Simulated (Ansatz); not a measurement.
# SnH4 (triplet): wave-function methods side by side, def2-TZVPD

One table from this session's results is given with a row withheld; the runs are named, their logs left out.

Method: def2-TZVPD, core rule «outside noble gas», up to 9 orbitals frozen; program: Ansatz 0.2.0, Gaussian basis.

Plan: UHF; CCSD(T) on ROHF; CCSD(T) on UHF; BCCD(T) on ROHF; CCSDT(Q) on ROHF; CCSDT(Q) on UHF; CASSCF and MRCISD+Q, 8 electrons in 8 orbitals; CASSCF and NEVPT4(SD), 8 electrons in 8 orbitals; CASSCF and NEVPT2, 8 electrons in 8 orbitals.

7 further runs of the same task are left out: 5 for a known fault of the program, 2 set aside as unsound or not needed.

## The geometry

The geometry is a PBE0/def2-TZVPD stationary point (not a proven minimum) of the parent state, kept for this charge and spin. No spin-orbit coupling is included. Elements past krypton take def2 core potentials.

5 atoms, charge 0, spin multiplicity 3.

Atoms are counted from 1 here; the program's logs count them from 0.

Bond lengths: Sn1–H2 1.755 Å, Sn1–H3 1.755 Å, Sn1–H4 1.755 Å, Sn1–H5 1.755 Å. Angles: H2–Sn1–H3 109.5°, H2–Sn1–H4 109.5°, H2–Sn1–H5 109.5°, H3–Sn1–H4 109.5°, H3–Sn1–H5 109.5°, H4–Sn1–H5 109.5°.

Geometry (Å):

```xyz
5
charge 0, multiplicity 3
Sn    0.0000    0.0000    0.0000
H     1.0119    1.0157    1.0129
H    -1.0148   -1.0116    1.0141
H    -1.0122    1.0113   -1.0170
H     1.0151   -1.0154   -1.0100
```

The first run:

in.yaml

```yaml
crystal:
  periodic: [false, false, false]
  atoms:
    - {symbol: Sn, position_ang: [0.000000, 0.000000, 0.000000]}
    - {symbol: H, position_ang: [1.011902, 1.015702, 1.012898]}
    - {symbol: H, position_ang: [-1.014802, -1.011602, 1.014099]}
    - {symbol: H, position_ang: [-1.012200, 1.011298, -1.016999]}
    - {symbol: H, position_ang: [1.015100, -1.015398, -1.009999]}
basis:
  gaussian: {orbitals: def2-TZVPD}
magnetization: {spin_polarized: true, initial_magnetization: 2}
hamiltonian: {xc: hf}
output: {orbitals: {seedname: orbitals}}
```

Started as:

```console
$ ansatz run in.yaml --threads 1 --pin off --events-out ev --progress --plain --max-ram 4096MiB --backend cpu
```

Steps of the session up to this table: UHF; CCSD(T) on ROHF; CCSD(T) on UHF; BCCD(T) on ROHF; CCSDT(Q) on ROHF; CCSDT(Q) on UHF; CASSCF and MRCISD+Q, 8 electrons in 8 orbitals; CASSCF and NEVPT4(SD), 8 electrons in 8 orbitals; CASSCF and NEVPT2, 8 electrons in 8 orbitals.

One of the session's tables, all rows but one given; the rest of the session is left out.

| method | from RCCSDT(Q) (meV) |
| --- | --- |
| ROHF | +4016.5 |
| UHF | +3961.1 |
| RMP2 | +997.7 |
| UMP2 | +994.3 |
| RCCSD | +201.5 |
| UCCSD | +193.1 |
| RCCSD(T) | +72.4 |
| UCCSD(T) | +65.5 |
| BCCD(T) | +71.9 |
| RCCSDT | +10.7 |
| UCCSDT | +4.3 |
| RCCSDT(Q) | 0 |
| UCCSDT(Q) | -6.7 |
| CASSCF valence | +2596.4 |
| NEVPT2 valence | ? |
| NEVPT4(SD) valence | +186.1 |
| MRCISD valence | +222.2 |
| MRCISD+Q valence | +86.6 |

Estimate the missing values for NEVPT2 valence.

As computed: from RCCSDT(Q) (meV): +808.8. In the column «from RCCSDT(Q) (meV)» it lies between MRCISD valence (+222.2) and UMP2 (+994.3).

To keep in mind: Restricted and unrestricted rows rest on different reference determinants; where their highest levels disagree by more than a few hundredths of an eV, they describe different states and don't form one ladder.
